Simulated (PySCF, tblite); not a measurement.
# C5H12Si2+ (doublet): geometry, infrared bands and EPR parameters

What infrared bands and EPR parameters should C5H12Si2+ (doublet) (`C[CH+][CH]C1[SiH2]C[SiH2]1`) show?

Computed with tblite 0.8.0 and PySCF 2.14.0, with density-fitted response routines of our own, on a single molecule in the gas phase. Atoms are numbered from 0 throughout.

## (1) The molecule as given

19 atoms, charge 1, multiplicity 2; geometry from: force field or distance geometry start.

Bonds of the start (Å): C0–C1 1.51, C1–C2 1.44, C2–C3 1.49, C3–Si4 1.93, Si4–C5 1.90, C5–Si6 1.91, Si6–C3 1.93, C0–H7 1.10, C0–H8 1.09, C0–H9 1.08, C1–H10 1.07, C2–H11 1.09, C3–H12 1.08, Si4–H13 1.49, Si4–H14 1.48, C5–H15 1.10, C5–H16 1.09, Si6–H17 1.49, Si6–H18 1.49.

## (2) Geometry optimisation with GFN2-xTB

Job settings and geometry (Å):

```
{"job": {"kind": "relax", "xc": "GFN2-xTB", "basis": "xTB"}, "charge": 1, "multiplicity": 2}
C      3.439300     0.394200     0.199900
C      2.047900     0.682000    -0.298000
C      0.931500    -0.014400     0.275600
C     -0.428100     0.250800    -0.272500
Si    -1.487000    -1.322200    -0.643100
C     -3.014400    -0.348000    -0.067400
Si    -1.795300     0.609700     1.040200
H      3.440100     0.039800     1.237900
H      4.035400     1.308400     0.165500
H      3.907300    -0.353300    -0.430700
H      1.915700     1.335100    -1.141200
H      1.086900    -0.710800     1.093300
H     -0.477600     0.962900    -1.079000
H     -1.523400    -1.670600    -2.094700
H     -1.170900    -2.468300     0.230500
H     -3.766300    -0.931700     0.475400
H     -3.466500     0.267800    -0.841100
H     -1.557300    -0.072500     2.347900
H     -2.127000     2.050200     1.182200
```

Launch:

```console
$ OMP_NUM_THREADS=1 python probes_run.py task.json out
```

This one command runs all jobs of the session in turn.

**Question.** This job is followed by: GFN2-xTB harmonic vibrations, gas phase; UKS B3LYP, pcH-1 on C H Si, non-relativistic, mean-field spin-orbit, GIAO. Predict these results of the whole session: strongest single infrared mode (GFN2-xTB); zero-point energy (GFN2-xTB); g(iso) (B3LYP); ⟨S²⟩; largest a(iso) (averaged by class).

**Answer**, as computed:

| quantity | value |
| --- | --- |
| strongest single infrared mode (GFN2-xTB) | 2340 cm⁻¹, 354 km/mol |
| zero-point energy (GFN2-xTB) | 89.5 kcal/mol |
| g(iso) (B3LYP) | 2.00298 |
| ⟨S²⟩ | 0.757 (exact 0.75) |
| largest a(iso) (averaged by class) | 1H on H7, H8, H9, 61.0 MHz |

Over 134 steps the energy fell by 0.719 eV; of the close pairs, C3–Si4 changed most, 1.932 to 2.161 Å. No mode is imaginary among the 51: a minimum at this level. The strongest single mode, at 2340 cm⁻¹, moves mainly H18. Unscaled tight-binding wavenumbers are off by several per cent, some by more. Its intensities can rank the bands wrongly. The largest share of the spin, 0.49 e, sits on C1. The isotropic g lies 0.7 ppt above the free-electron value. The conformer search found further structures of the same energy, which may be mirror or relabelled copies of this one.
